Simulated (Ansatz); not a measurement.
**CAM-B3LYP/def2-SVP (core potential) run of CH7NSn (SMILES C[NH][SnH3])**

Aim: the vertical singlet–triplet gap of CH7NSn at CAM-B3LYP/def2-SVP (core potential), from 2 runs. 

Program for the calculation: Ansatz 0.2.0.

74 further runs of the same task are left out: 74 set aside as unsound or not needed.

## 1. The molecule

The species is CH7NSn (10 atoms), meant as a singlet with charge 0. As SMILES, `C[NH][SnH3]`. The coordinates come from a PBE0-D4/def2-TZVP relaxation.

Bond lengths: C1–N2 1.451 Å, N2–Sn3 2.028 Å, C1–H4 1.095 Å, C1–H5 1.094 Å, C1–H6 1.101 Å, N2–H7 1.011 Å, Sn3–H8 1.705 Å, Sn3–H9 1.706 Å, Sn3–H10 1.718 Å. Some angles: C1–N2–Sn3 118.3°, C1–N2–H7 111.0°, Sn3–N2–H7 112.3°, N2–C1–H4 110.3°, N2–C1–H5 109.7°, N2–C1–H6 115.2°, N2–Sn3–H8 106.4°, N2–Sn3–H9 105.8°, N2–Sn3–H10 112.2°, H4–C1–H5 106.6°.

## 2. A single-point energy at CAM-B3LYP/def2-SVP (core potential)

File in.yaml:

```yaml
crystal:
  periodic: [false, false, false]
  atoms:
    - {symbol: C, position_ang: [-0.898400, 0.758000, -0.879200]}
    - {symbol: N, position_ang: [-0.343000, -0.532900, -0.516500]}
    - {symbol: Sn, position_ang: [0.897300, -0.629400, 1.085100]}
    - {symbol: H, position_ang: [-1.664200, 0.637600, -1.652700]}
    - {symbol: H, position_ang: [-1.396800, 1.201100, -0.011700]}
    - {symbol: H, position_ang: [-0.168200, 1.494600, -1.247500]}
    - {symbol: H, position_ang: [0.037300, -1.004000, -1.326200]}
    - {symbol: H, position_ang: [1.451700, -2.239000, 1.169900]}
    - {symbol: H, position_ang: [-0.052600, -0.195500, 2.433700]}
    - {symbol: H, position_ang: [2.220200, 0.458400, 0.948000]}
basis:
  gaussian: {orbitals: def2-SVP}
hamiltonian: {xc: {name: CAM-B3LYP}}
accuracy: high
output: {orbitals: {seedname: orbitals}}
```

Run with:

```console
$ ansatz run in.yaml --threads 1 --pin off --max-ram 3480MiB --events-out events.jsonl --progress --plain --runs-dir runs
```

Log:

```text
Warning: RAYON_NUM_THREADS=1 ignored (pool sized by the plan → 1); use --threads N
Functional definition: CAM-B3LYP
  name "CAM-B3LYP"
  parameter alpha = 0.19
  parameter beta = 0.46
  parameter omega = 0.33/bohr
  parameter ac = 0.81
  exchange = (1 - alpha - beta)*b88_x + beta*b88_x_sr(omega) + alpha*exact_x + beta*exact_x_lr(omega)
  correlation = (1 - ac)*vwn5_c + ac*lyp_c
2266 factors; integrals over basis functions are off by at most 3.0e-9 eV
445 factors; integrals over basis functions are off by at most 2.2e-9 eV
mean field evaluation 1: about -8462.5014 eV, gradient 4.7e1 eV
mean field evaluation 2: about -8458.4825 eV, gradient 6.3e1 eV
mean field evaluation 4: about -8467.4271 eV, gradient 2.3e0 eV
mean field evaluation 8: about -8467.5663 eV, gradient 7.5e-2 eV
mean field evaluation 16: about -8467.5663 eV, gradient 7.2e-5 eV
mean field -8467.56628648 eV, -311.1773215057 hartree, gradient 3.3e-8 eV, S^2 0.000000; 0 other end points of the search recorded, 0 dependent functions left out
reference -8467.56630862 eV, -311.1773223192 hartree; 21, 21 occupied and 68, 68 virtual orbitals, 2266 factors
Total energy: -8467.56630862 eV, -311.1773223192 hartree
```

Wall time 8.7 s (1 thread of Arm Neoverse V2, shared host); peak memory 0.36 GiB.

## 3. The triplet

Changes to in.yaml since step 2:

```diff
@@ -4,3 +4,3 @@
     - {symbol: C, position_ang: [-0.898400, 0.758000, -0.879200]}
-    - {symbol: N, position_ang: [-0.343000, -0.532900, -0.516500]}
+    - {symbol: "N", position_ang: [-0.343000, -0.532900, -0.516500]}
     - {symbol: Sn, position_ang: [0.897300, -0.629400, 1.085100]}
@@ -14,4 +14,9 @@
 basis:
-  gaussian: {orbitals: def2-SVP}
-hamiltonian: {xc: {name: CAM-B3LYP}}
+  gaussian:
+    orbitals: def2-SVP
+magnetization:
+  spin_polarized: true
+  initial_magnetization: 2
+hamiltonian:
+  xc: {name: CAM-B3LYP}
 accuracy: high
```

Run with:

```console
$ ansatz run in.yaml --threads 1 --pin off --max-ram 3480MiB --events-out events.jsonl --progress --plain --runs-dir runs
```

Log (excerpt; [...] marks lines left out):

```text
Warning: RAYON_NUM_THREADS=1 ignored (pool sized by the plan → 1); use --threads N
[... 2 set-up lines as earlier in the session ...]
[...]
2266 factors; integrals over basis functions are off by at most 3.0e-9 eV
445 factors; integrals over basis functions are off by at most 2.2e-9 eV
[...]
mean field -8462.61042979 eV, -310.9951971313 hartree, gradient 5.5e-8 eV, S^2 2.006017; 0 other end points of the search recorded, 0 dependent functions left out
reference -8462.61045142 eV, -310.9951979265 hartree; 22, 20 occupied and 67, 69 virtual orbitals, 2266 factors
Total energy: -8462.61045142 eV, -310.9951979265 hartree
```

Wall time 18 s (1 thread of Arm Neoverse V2, shared host); peak memory 0.52 GiB.

## 4. What came out

At CAM-B3LYP/def2-SVP (core potential):

| quantity | value |
| --- | --- |
| singlet: total energy | -311.17732 Eh |
| singlet: HOMO energy | -7.67 eV |
| singlet: LUMO energy | 1.32 eV |
| singlet: HOMO–LUMO gap | 8.98 eV |
| triplet: total energy | -310.99520 Eh |
| triplet: HOMO energy (highest over α and β) | -2.75 eV |
| triplet: ⟨S²⟩ | 2.006 |
| vertical energy of the triplet above the singlet | 4.956 eV |

In words: At this shape the triplet lies 4.96 eV (478 kJ/mol) above the singlet.
